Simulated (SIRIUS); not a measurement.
HfC3: single point with PBE

Crystal: HfC3.

```xyz
4
Lattice="-1.5754 1.5754 3.9462 1.5754 -1.5754 3.9462 1.5754 1.5754 -3.9462" Properties=species:S:1:pos:R:3 pbc="T T T"
Hf    0.0000    0.0000    0.0000
C     0.0000    1.5754    1.9731
C     1.5754    0.0000    1.9731
C     0.0000    0.0000    3.9462
```

The cell was built by a generator and needn't be a form met in nature.

```yaml
Program: SIRIUS 7.10.0
Task: single point
Functional: PBE
Potentials_or_basis: PseudoDojo 0.4.1 PBE standard (scalar relativistic)
Cutoff: 1127 eV
Density_cutoff: 4507 eV
k_mesh: 12 × 12 × 12
Occupations: fermi-dirac, width 0.05 eV
Spin: no spin polarisation
```

```
Pressure               : 0.5 GPa
Band gap on the k mesh : none (metal or under the smearing width)
```

Run time: 6.7 min on 1 thread of Arm Neoverse V1 (shared host), peak memory 1.4 GiB.

The run has no spin-orbit coupling, so splittings on Hf are missing.
